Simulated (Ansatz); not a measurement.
# AlNi3: further runs on the relaxed cell

An exercise on one series of results from a longer session: the logs are not shown, and one member is left open.

Program: Ansatz 0.2.0. Level of theory: DFT r2SCAN, scalar-relativistic, plane waves, PAW. These are calculated values, not measurements.

1 further run of the same task is left out (set aside as unsound or not needed). Runs told in other sessions of the task aren't counted.

## The structure to begin with

It takes space group P6_3/mmc (No. 194, hexagonal). The conventional cell has a = 5.010 Å, b = 5.010 Å, c = 4.041 Å, α = 90.00°, β = 90.00°, γ = 120.00°. Al (site symmetry -6m2) has 12 Ni at 2.50 to 2.51 Å in its first shell of neighbours. Ni (site symmetry mm2) is surrounded by 8 Ni at 2.47 to 2.54 Å and 4 Al at 2.50 to 2.51 Å.

Coordinates:

```
Al Ni
1.0
     5.01008    0.00000    0.00000
    -2.50504    4.33885    0.00000
     0.00000    0.00000    4.04077
Al Ni
2 6
Cartesian
  2.5050 1.4463 1.0102
  0.0000 2.8926 3.0306
  1.2350 0.7130 3.0306
  3.7751 0.7130 3.0306
  2.5050 2.9128 3.0306
  1.2700 3.6258 1.0102
  -1.2700 3.6258 1.0102
  0.0000 1.4261 1.0102
```

It goes back to an entry of the Materials Project, which need not be the stable form.

It is the result of an earlier relaxation at this level (volume 10.98 Å³/atom; gap on the mesh: none (metal), site moments up to 0.3 μB).

The first run:

Contents of input.yaml:

```yaml
crystal:
  lattice:
    - [4.9594655179, 0.0, 0.0]
    - [-2.479732759, 4.2950231277, 0.0]
    - [0.0, 0.0, 3.999953484]
  atoms:
    - { symbol: Al, position: [0.6666666667, 0.3333333333, 0.25] }
    - { symbol: Al, position: [0.3333333333, 0.6666666667, 0.75] }
    - { symbol: Ni, position: [0.328670746, 0.164335373, 0.75], spin: -0.36 }
    - { symbol: Ni, position: [0.835664627, 0.164335373, 0.75], spin: -0.36 }
    - { symbol: Ni, position: [0.835664627, 0.671329254, 0.75], spin: -0.36 }
    - { symbol: Ni, position: [0.671329254, 0.835664627, 0.25], spin: -0.36 }
    - { symbol: Ni, position: [0.164335373, 0.835664627, 0.25], spin: -0.36 }
    - { symbol: Ni, position: [0.164335373, 0.328670746, 0.25], spin: -0.36 }
basis:
  ecutwfc: 500
kpoints:
  mp_grid: { grid: [12, 12, 10] }
hamiltonian:
  xc: r2scan
scf:
  occupations: { method: gaussian, width: 0.1 }
output:
  forces: true
  stress: true
  eigenvalues: true
  populations: true
magnetization:
  spin_polarized: true
relax:
  adjacent_minimum: "off"
  f_tol: 0.01
  max_steps: 30
  cell: { stress_tol: 0.1, fix: [volume] }
```

Run with:

```
$ ansatz run input.yaml --threads 2 --pin off --max-ram 5120MiB --backend cpu --events-out ev --progress --plain --runs-dir out
```

Among the steps run: The cell scaled to 0.97 of its volume; Point at V/V0 = 1.03; Volume × 0.94; Volume × 1.06; Volume × 0.91.

One of the session's tables, all rows but one given; the rest of the session is left out.

It belongs to the step «Equation of state». 

| volume (Å³/atom) | energy above the lowest point (meV/atom) | pressure (GPa) | largest moment (μB) |
| --- | --- | --- | --- |
| 9.992 | 66.4 | 23.49 | 0.28 |
| 10.321 | ? | ? | ? |
| 10.650 | 6.5 | 6.56 | 0.31 |
| 10.980 | 0.0 | 0.00 | 0.33 |
| 11.309 | 5.9 | -5.54 | 0.34 |
| 11.639 | 22.2 | -10.22 | 0.36 |

Q: Estimate the row for volume (Å³/atom) = 10.321 from the others.

Worked estimate for «energy above the lowest point (meV/atom)». A straight line through the neighbours (9.992, 66.4) and (10.650, 6.5) gives 66.4 + (6.5 − 66.4) × (10.321 − 9.992) / (10.650 − 9.992) = 36.5; a parabola fitted to 3 rows on both sides gives 28.6.

As computed: energy above the lowest point (meV/atom): 27.8; pressure (GPa): 14.31; largest moment (μB): 0.30. In «energy above the lowest point (meV/atom)» the line misses by +8.7 and the parabola by +0.8.

Limits of these values: The magnetic state reached may not be the lowest one.
